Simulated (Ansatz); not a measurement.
# CH3FOSSi: one molecule under many settings, part 2 of 2

Ansatz 0.2.0, Gaussian basis; the settings change from run to run. The steps go on from the part before.

## 7. RPA/pcseg-2

File in.yaml:

```yaml
crystal:
  periodic: [false, false, false]
  atoms:
    - {symbol: O, position_ang: [-0.009837, 1.755663, 0.726824]}
    - {symbol: Si, position_ang: [0.695086, 0.412890, 0.137204]}
    - {symbol: S, position_ang: [0.394520, -1.463324, 0.993564]}
    - {symbol: C, position_ang: [-0.342191, -0.910907, -0.622189]}
    - {symbol: F, position_ang: [-1.705592, -0.752971, -0.585957]}
    - {symbol: H, position_ang: [-0.889134, 1.660468, 1.101665]}
    - {symbol: H, position_ang: [2.022523, 0.805240, -0.359677]}
    - {symbol: H, position_ang: [-0.073176, -1.564158, -1.447234]}
basis:
  gaussian: {orbitals: pcseg-2}
hamiltonian: {xc: {name: HF}}
correlation: {method: rpa}
```

On the command line:

```bash
$ ansatz run in.yaml --threads 2 --pin off --events-out ev --progress --plain --max-ram 4352MiB
```

Log:

```text
Functional definition: HF
  name "HF"
  cite "Fock, Z. Phys. 61, 126 (1930) doi:10.1007/BF01340294"
  parent pbe
  exchange = exact_x
  correlation = 0
1227 factors; integrals over basis functions are off by at most 1.1e-3 eV
mean field evaluation 1: about -24500.6247 eV, gradient 4.0e1 eV
mean field evaluation 2: about -24500.9469 eV, gradient 4.1e1 eV
mean field evaluation 4: about -24504.2643 eV, gradient 3.8e0 eV
mean field evaluation 8: about -24504.3352 eV, gradient 3.2e-1 eV
mean field evaluation 16: about -24504.3360 eV, gradient 3.0e-6 eV
mean field -24504.33604337 eV, -900.5177399584 hartree, gradient 3.0e-6 eV, S^2 0.000000; 0 other end points of the search recorded, 0 dependent functions left out
13 core orbitals not correlated: weight in the atoms' cores, before any rotation towards them, 1.000 or more for the frozen orbitals, at most 0.000 for the correlated occupied ones
reference -24504.33604337 eV, -900.5177399584 hartree; 15, 15 occupied and 172, 172 virtual orbitals, 1227 factors
Total energy: -24533.14214302 eV, -901.5763445949 hartree
```

Run time: 4.3 s. Hardware: 2 threads of Arm Neoverse V1, shared host.

## 8. BCCD(T)/def2-SVP

This run has unrestricted orbitals, finite nuclei.

in.yaml: that of step 7 with these lines changed.

```diff
@@ -12,4 +12,5 @@
 basis:
-  gaussian: {orbitals: pcseg-2}
+  gaussian: {orbitals: def2-SVP, nuclear_model: gaussian}
+magnetization: {spin_polarized: true, initial_magnetization: 0}
 hamiltonian: {xc: {name: HF}}
-correlation: {method: rpa}
+correlation: {method: bccd_t}
```

The command is unchanged.

Log:

```text
Functional definition: HF
  name "HF"
  cite "Fock, Z. Phys. 61, 126 (1930) doi:10.1007/BF01340294"
  parent pbe
  exchange = exact_x
  correlation = 0
883 factors; integrals over basis functions are off by at most 1.4e-3 eV
mean field evaluation 1: about -24487.5493 eV, gradient 2.6e1 eV
mean field evaluation 2: about -24487.6022 eV, gradient 2.6e1 eV
mean field evaluation 4: about -24490.5145 eV, gradient 2.3e0 eV
mean field evaluation 8: about -24490.5609 eV, gradient 1.5e-1 eV
mean field evaluation 16: about -24490.4965 eV, gradient 4.4e-1 eV
mean field -24490.56137096 eV, -900.0115300842 hartree, gradient 4.7e-6 eV, S^2 0.000000; 0 other end points of the search recorded, 0 dependent functions left out
13 core orbitals not correlated: weight in the atoms' cores, before any rotation towards them, 1.000 or more for the frozen orbitals, at most 0.000 for the correlated occupied ones
reference -24490.56137096 eV, -900.0115300842 hartree; 15, 15 occupied and 65, 65 virtual orbitals, 883 factors
second order -19.65997238 eV of doubles, -0.00000000 eV of singles
cycle   1  -20.01321437 eV  change   -3.5e-1 eV  update   1.1e-1
cycle   2  -20.46532723 eV  change   -4.5e-1 eV  update   3.4e-2
cycle   3  -20.58472286 eV  change   -1.2e-1 eV  update   1.8e-2
cycle   4  -20.58035426 eV  change    4.4e-3 eV  update   4.6e-3
cycle   5  -20.57444485 eV  change    5.9e-3 eV  update   1.7e-3
cycle   6  -20.57375275 eV  change    6.9e-4 eV  update   7.0e-4
cycle   7  -20.57338469 eV  change    3.7e-4 eV  update   2.6e-4
cycle   8  -20.57330239 eV  change    8.2e-5 eV  update   8.4e-5
cycle   9  -20.57331405 eV  change   -1.2e-5 eV  update   3.1e-5
perturbative correction -0.62490947 eV, -0.0229649996 hartree
Total energy: -24511.75959449 eV, -900.7905504300 hartree
```

Run time: 21 s. Hardware: 2 threads of Arm Neoverse V1, shared host; peak memory 0.84 GiB.

⟨S²⟩ 0.000.

## 9. wB97X-V/x2c-TZVPPall

This run has coordinates scaled by 1.12, density fitting with cc-pVTZ-jkfit.

File in.yaml:

```yaml
crystal:
  periodic: [false, false, false]
  atoms:
    - {symbol: O, position_ang: [-0.011018, 1.966342, 0.814043]}
    - {symbol: Si, position_ang: [0.778496, 0.462437, 0.153669]}
    - {symbol: S, position_ang: [0.441863, -1.638923, 1.112791]}
    - {symbol: C, position_ang: [-0.383254, -1.020216, -0.696852]}
    - {symbol: F, position_ang: [-1.910263, -0.843328, -0.656271]}
    - {symbol: H, position_ang: [-0.995830, 1.859724, 1.233864]}
    - {symbol: H, position_ang: [2.265226, 0.901869, -0.402838]}
    - {symbol: H, position_ang: [-0.081957, -1.751857, -1.620902]}
basis:
  gaussian: {orbitals: x2c-TZVPPall, fitting: {mean_field: cc-pVTZ-jkfit}}
hamiltonian: {xc: {name: wB97X-V}}
```

Launched as before.

Log:

```text
Functional definition: wB97X-V
  name "wB97X-V"
  cite "Mardirossian & Head-Gordon, Phys. Chem. Chem. Phys. 16, 9904 (2014) doi:10.1039/C3CP54374A"
  cite "Becke, J. Chem. Phys. 107, 8554 (1997) doi:10.1063/1.475007"
  cite "Vydrov & Van Voorhis, J. Chem. Phys. 133, 244103 (2010) doi:10.1063/1.3521275"
  parameter omega = 0.3/bohr
  parameter cx = 0.167
  parameter cx1 = 0.603
  parameter cx2 = 1.194
  parameter css0 = 0.556
  parameter css1 = -0.257
  parameter cos0 = 1.219
  parameter cos1 = -1.850
  parameter b = 6.0
  parameter c = 0.01
  exchange = spin_sum(e_x_unif_sr(omega)*poly(b97_u_x, 1 - cx, cx1, cx2)) + cx*exact_x_sr(omega) + exact_x_lr(omega)
  correlation = spin_sum(e_c_pw_same_spin*poly(b97_u_same, css0, css1))
      + integral(e_c_pw_opposite_spin*poly(b97_u_opposite, cos0, cos1)) + vv10(b, c)
569 factors; integrals over basis functions are off by at most 1.3e0 eV
569 factors; integrals over basis functions are off by at most 6.7e-7 eV
mean field evaluation 1: about -24605.0446 eV, gradient 5.2e1 eV
mean field evaluation 2: about -24601.8492 eV, gradient 7.1e1 eV
mean field evaluation 4: about -24609.9228 eV, gradient 2.3e0 eV
mean field evaluation 8: about -24609.9478 eV, gradient 1.2e-1 eV
mean field evaluation 16: about -24609.9479 eV, gradient 7.2e-5 eV
mean field -24609.94794166 eV, -904.3989056341 hartree, gradient 7.2e-5 eV, S^2 0.000000; 0 other end points of the search recorded, 0 dependent functions left out
reference -24609.94793983 eV, -904.3989055670 hartree; 28, 28 occupied and 191, 191 virtual orbitals, 569 factors
Total energy: -24609.94793983 eV, -904.3989055670 hartree
Relativity: scalar
```

Run time: 9.5 s. Hardware: 2 threads of Arm Neoverse V1, shared host; peak memory 0.57 GiB.

## 10. PBE-QIDH/def2-mTZVP

File in.yaml:

```yaml
crystal:
  periodic: [false, false, false]
  atoms:
    - {symbol: O, position_ang: [-0.009837, 1.755663, 0.726824]}
    - {symbol: Si, position_ang: [0.695086, 0.412890, 0.137204]}
    - {symbol: S, position_ang: [0.394520, -1.463324, 0.993564]}
    - {symbol: C, position_ang: [-0.342191, -0.910907, -0.622189]}
    - {symbol: F, position_ang: [-1.705592, -0.752971, -0.585957]}
    - {symbol: H, position_ang: [-0.889134, 1.660468, 1.101665]}
    - {symbol: H, position_ang: [2.022523, 0.805240, -0.359677]}
    - {symbol: H, position_ang: [-0.073176, -1.564158, -1.447234]}
basis:
  gaussian: {orbitals: def2-mTZVP}
hamiltonian: {xc: {name: PBE-QIDH}}
output: {forces: true}
```

The command is unchanged.

Log:

```text
Functional definition: PBE-QIDH
  name "PBE-QIDH"
  cite "Brémond, Sancho-García, Pérez-Jiménez & Adamo, J. Chem. Phys. 141, 031101 (2014) doi:10.1063/1.4890314"
  cite "Perdew, Burke & Ernzerhof, Phys. Rev. Lett. 77, 3865 (1996) doi:10.1103/PhysRevLett.77.3865"
  parameter a = 3^(-1/3)
  parameter c = 1/3
  exchange = (1 - a)*pbe_x + a*exact_x
  correlation = (1 - c)*pbe_c + c*(mp2_os + mp2_ss)
1016 factors; integrals over basis functions are off by at most 1.0e-3 eV
mean field evaluation 1: about -24534.6764 eV, gradient 4.3e1 eV
mean field evaluation 2: about -24534.7349 eV, gradient 4.3e1 eV
mean field evaluation 4: about -24537.9153 eV, gradient 3.3e0 eV
mean field evaluation 8: about -24537.9481 eV, gradient 1.1e-1 eV
mean field evaluation 16: about -24537.9481 eV, gradient 9.5e-5 eV
mean field -24537.94812403 eV, -901.7529611395 hartree, gradient 8.9e-6 eV, S^2 0.000000; 0 other end points of the search recorded, 0 dependent functions left out
13 core orbitals not correlated: weight in the atoms' cores, before any rotation towards them, 1.000 or more for the frozen orbitals, at most 0.000 for the correlated occupied ones
reference -24537.94813486 eV, -901.7529615376 hartree; 15, 15 occupied and 87, 87 virtual orbitals, 1016 factors
second order -22.99437274 eV of doubles, -0.00000000 eV of singles
the calculation of the forces begins
Total energy: -24545.61292577 eV, -902.0346374082 hartree
Atom 0 at    -0.009837     1.755663     0.726824 Å, force    -0.007607     0.014238    -0.003838 eV/Å
Atom 1 at     0.695086     0.412890     0.137204 Å, force     0.104600     0.064490    -0.085178 eV/Å
Atom 2 at     0.394520    -1.463324     0.993564 Å, force     0.019463    -0.070378     0.064240 eV/Å
Atom 3 at    -0.342191    -0.910907    -0.622189 Å, force     0.102333    -0.116555    -0.133236 eV/Å
Atom 4 at    -1.705592    -0.752971    -0.585957 Å, force     0.000940     0.009754    -0.020498 eV/Å
Atom 5 at    -0.889134     1.660468     1.101665 Å, force    -0.023428     0.007515     0.008461 eV/Å
Atom 6 at     2.022523     0.805240    -0.359677 Å, force    -0.113942    -0.057850     0.034136 eV/Å
Atom 7 at    -0.073176    -1.564158    -1.447234 Å, force    -0.082358     0.148786     0.135913 eV/Å
Dipole moment:     0.164136     0.165915    -0.128797 e Å
```

It took 8 s on 2 threads of Arm Neoverse V1, shared host.

Largest force 0.218 eV/Å, dipole 1.28 D.

## 11. All runs side by side

| level | charge | multiplicity | geometry | functions | energy (eV) | time |
| --- | --- | --- | --- | --- | --- | --- |
| revPBE0/def2-TZVP | 0 | 1 | relaxed | 185 | -24560.800 | 9.5 s |
| B2GP-PLYP/pcseg-2 | 0 | 1 | relaxed | 200 | -24552.989 | 7.5 s |
| B97M-V/STO-3G | 0 | 1 | relaxed, point charge | 36 | -24268.429 | 16 s |
| rPW86-PBE/def2-TZVPD | -1 | 2 | relaxed | 233 | -24640.042 | 49 s |
| wB97/def2-SVPD | 0 | 1 | relaxed | 141 | -24597.493 | 7 s |
| RPA/pcseg-2 | 0 | 1 | relaxed | 200 | -24533.142 | 4.3 s |
| BCCD(T)/def2-SVP | 0 | 1 | relaxed | 93 | -24511.760 | 21 s |
| wB97X-V/x2c-TZVPPall | 0 | 1 | scaled | 219 | -24609.948 | 9.5 s |
| PBE-QIDH/def2-mTZVP | 0 | 1 | relaxed | 115 | -24545.613 | 8 s |

## 12. What came out

What follows sums up all 2 parts.

| quantity | value |
| --- | --- |
| runs | 9 |
| quickest | RPA/pcseg-2, 4.3 s |
| slowest | rPW86-PBE/def2-TZVPD, 49 s |
| spread of total energies, same state and geometry | 85.7 eV |

In words: rPW86-PBE/def2-TZVPD took 11 times as long as RPA/pcseg-2. The jobs differ in tasks and options as well as level. Total energies at one charge and spin differ by 86 eV between levels, so only differences within one level mean anything. Some of these runs are scalar-relativistic and others not, which shifts the totals of all-electron atoms past neon by eV; core potentials, where a basis has them, take the core out of the total altogether. At the PBE0-D4/def2-TZVP geometry and in the same state, runs without warnings or point charges leave forces up to 0.22 eV/Å (PBE-QIDH/def2-mTZVP).
